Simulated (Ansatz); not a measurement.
# Mo: the cost of one run

Computed with Ansatz 0.2.0 (DFT PBE, scalar-relativistic, plane waves, PAW, unless a step's input says otherwise).

1 further run of the same task is left out (set aside as unsound or not needed).

### Step 1. Starting point

The structure is cubic, space group Im-3m (No. 229). Conventional cell: a = 3.160 Å, b = 3.160 Å, c = 3.160 Å, α = 90.00°, β = 90.00°, γ = 90.00°. Mo (site symmetry m-3m) is surrounded by 8 Mo at 2.74 Å.

Coordinates:

```
CELL_PARAMETERS angstrom
-1.58022 1.58022 1.58022
1.58022 -1.58022 1.58022
1.58022 1.58022 -1.58022
ATOMIC_POSITIONS crystal
Mo 0.00000 0.00000 0.00000
```

This cell was relaxed beforehand with the same method: volume 15.78 Å³/atom, gap on the mesh none (metal).

Bulk energy on matching settings, from an earlier run: -4956.0233 eV/atom.

### Step 2. Cutting the (111) slab

Planes are indexed in the bulk's conventional cell (Im-3m (No. 229)), a = 3.160 Å, b = 3.160 Å, c = 3.160 Å, α = 90.00°, β = 90.00°, γ = 90.00°.

Cut from the relaxed bulk: a (111) slab, 12.8 Å thick as cut, with 15 Å of vacuum; its outer planes are Mo (top) and Mo (bottom).

The slab as cut. Layers, bottom to top:

```tsv
plane	atoms per cell	height over the lowest (Å)
1	Mo	0.00
2	Mo	0.91
3	Mo	1.82
4	Mo	2.74
5	Mo	3.65
6	Mo	4.56
7	Mo	5.47
8	Mo	6.39
9	Mo	7.30
10	Mo	8.21
11	Mo	9.12
12	Mo	10.04
13	Mo	10.95
14	Mo	11.86
15	Mo	12.77
```

### Step 3. Single point on the unrelaxed (111) slab

The cell repeats along c, and a dipole correction in the vacuum removes the field between the copies.

input.yaml reads:

```yaml
crystal:
  lattice:
    - [4.4695390375, 0.0, 0.0]
    - [-2.2347695188, 3.8707343497, 0.0]
    - [0.0, 0.0, 27.7727716986]
  atoms:
    - { symbol: Mo, position: [0.6666666667, 0.3333333333, 0.2700486679] }
    - { symbol: Mo, position: [0.3333333333, 0.6666666667, 0.3028988582] }
    - { symbol: Mo, position: [0.0, 0.0, 0.3357490485] }
    - { symbol: Mo, position: [0.6666666667, 0.3333333333, 0.3685992388] }
    - { symbol: Mo, position: [0.3333333333, 0.6666666667, 0.4014494291] }
    - { symbol: Mo, position: [0.0, 0.0, 0.4342996194] }
    - { symbol: Mo, position: [0.6666666667, 0.3333333333, 0.4671498097] }
    - { symbol: Mo, position: [0.3333333333, 0.6666666667, 0.5] }
    - { symbol: Mo, position: [0.0, 0.0, 0.5328501903] }
    - { symbol: Mo, position: [0.6666666667, 0.3333333333, 0.5657003806] }
    - { symbol: Mo, position: [0.3333333333, 0.6666666667, 0.5985505709] }
    - { symbol: Mo, position: [0.0, 0.0, 0.6314007612] }
    - { symbol: Mo, position: [0.6666666667, 0.3333333333, 0.6642509515] }
    - { symbol: Mo, position: [0.3333333333, 0.6666666667, 0.6971011418] }
    - { symbol: Mo, position: [0.0, 0.0, 0.7299513321] }
basis:
  ecutwfc: 420
kpoints:
  mp_grid: { grid: [9, 9, 1] }
hamiltonian:
  xc: pbe
scf:
  occupations: { method: gaussian, width: 0.1 }
output:
  forces: true
  stress: true
  eigenvalues: true
  write_density: true
  write_potential: true
  elf: true
  volumetric_format: npy
efield:
  axis: 3
  dipole_correction: true
```

Run with:

```
ansatz run input.yaml --threads 2 --pin off --max-ram 5120MiB --backend cpu --events-out ev --progress --plain --runs-dir out
```

What time and memory should one allow on 2 threads of Intel Xeon at 2.50GHz (Skylake/Cascade Lake), shared host?

About 2.2 min, with a peak of 1.2 GiB.
